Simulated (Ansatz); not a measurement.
Geometry optimisation, Ansatz, DFT r2SCAN, scalar-relativistic, plane waves, PAW.

Input:

```yaml
accuracy: low
crystal:
  lattice:
    - [0.0, 5.66, 5.66]
    - [5.66, 0.0, 5.66]
    - [5.66, 5.66, 0.0]
  atoms:
    - { symbol: Ge, position: [0.0, 0.0, 0.0] }
    - { symbol: Ge, position: [0.125, 0.125, 0.125] }
    - { symbol: Ge, position: [0.0, 0.0, 0.5] }
    - { symbol: Ge, position: [0.125, 0.125, 0.625] }
    - { symbol: Ge, position: [0.0, 0.5, 0.0] }
    - { symbol: Ge, position: [0.125, 0.625, 0.125] }
    - { symbol: Ge, position: [0.0, 0.5, 0.5] }
    - { symbol: Ge, position: [0.125, 0.625, 0.625] }
    - { symbol: Ge, position: [0.5, 0.0, 0.0] }
    - { symbol: Ge, position: [0.625, 0.125, 0.125] }
    - { symbol: Ge, position: [0.5, 0.0, 0.5] }
    - { symbol: Ge, position: [0.625, 0.125, 0.625] }
    - { symbol: Ge, position: [0.5, 0.5, 0.0] }
    - { symbol: Ge, position: [0.625, 0.625, 0.125] }
    - { symbol: Ge, position: [0.5, 0.5, 0.5] }
    - { symbol: Ge, position: [0.625, 0.625, 0.625] }
    - { symbol: F, position: [0.30822, 0.3090403, 0.0650549] }
basis:
  ecutwfc: 500.0
kpoints:
  mp_grid: { grid: [2, 2, 2] }
hamiltonian:
  xc: r2scan
  pseudopotentials: { kind: paw, azcp: { folder: soft_1 } }
scf:
  occupations: { method: fermi_dirac, width: 0.05 }
  lower_state_search: "off"
relax:
  f_tol: 0.08
  max_steps: 25
  adjacent_minimum: "off"
output:
  write_density: true
  write_potential: true
  elf: true
  volumetric_format: npy
```

Launched with:

```bash
$ ansatz run input.yaml --threads 4 --pin off --max-ram 10240MiB --backend cpu --events-out ev --progress --plain --runs-dir out
```

Problem. Where does it end, and by what steps?

Solution. The run converged. The threshold is loose, so the end isn't yet a minimum. The force dipped under the threshold on the way, but the program's further checks kept it going. Limits of this set-up: coarse k mesh, odd electron count without spin, a small cell, in which the defect meets its images, a typed lattice constant that wasn't relaxed here, low accuracy level. After 8 steps the energy has fallen by 0.758 eV; F17 moved furthest, 1.02 Å.

```csv
step,energy less start (eV),largest force component (eV/Å),accepted
0,0.0000,0.649,yes
1,-0.1023,0.095,yes
2,-0.1143,0.107,yes
3,-0.1795,0.304,yes
4,-0.3199,0.461,yes
5,-0.4995,0.477,yes
6,-0.6550,0.311,yes
7,-0.7584,0.067,yes
8,-0.7584,0.066,yes
```

```xyz
17
Lattice="0.0000 5.6600 5.6600 5.6600 0.0000 5.6600 5.6600 5.6600 0.0000" Properties=species:S:1:pos:R:3
Ge -0.056 -0.057 0.052
Ge 1.365 1.365 1.450
Ge 2.779 2.779 0.036
Ge 4.189 4.189 1.467
Ge 2.806 -0.053 2.851
Ge 4.206 1.366 4.291
Ge 5.621 2.780 2.878
Ge 7.060 4.195 4.257
Ge -0.053 2.805 2.851
Ge 1.367 4.205 4.290
Ge 2.780 5.621 2.877
Ge 4.195 7.060 4.257
Ge 2.805 2.805 5.711
Ge 4.223 4.223 7.093
Ge 5.648 5.647 5.669
Ge 7.060 7.059 7.123
F 2.723 2.724 2.939
```

Whether the end is a true minimum wasn't checked by a vibrational analysis.

Time of the run: 2.2 min on 4 threads of Arm Neoverse V2, on a shared host, peak memory 2.2 GiB.
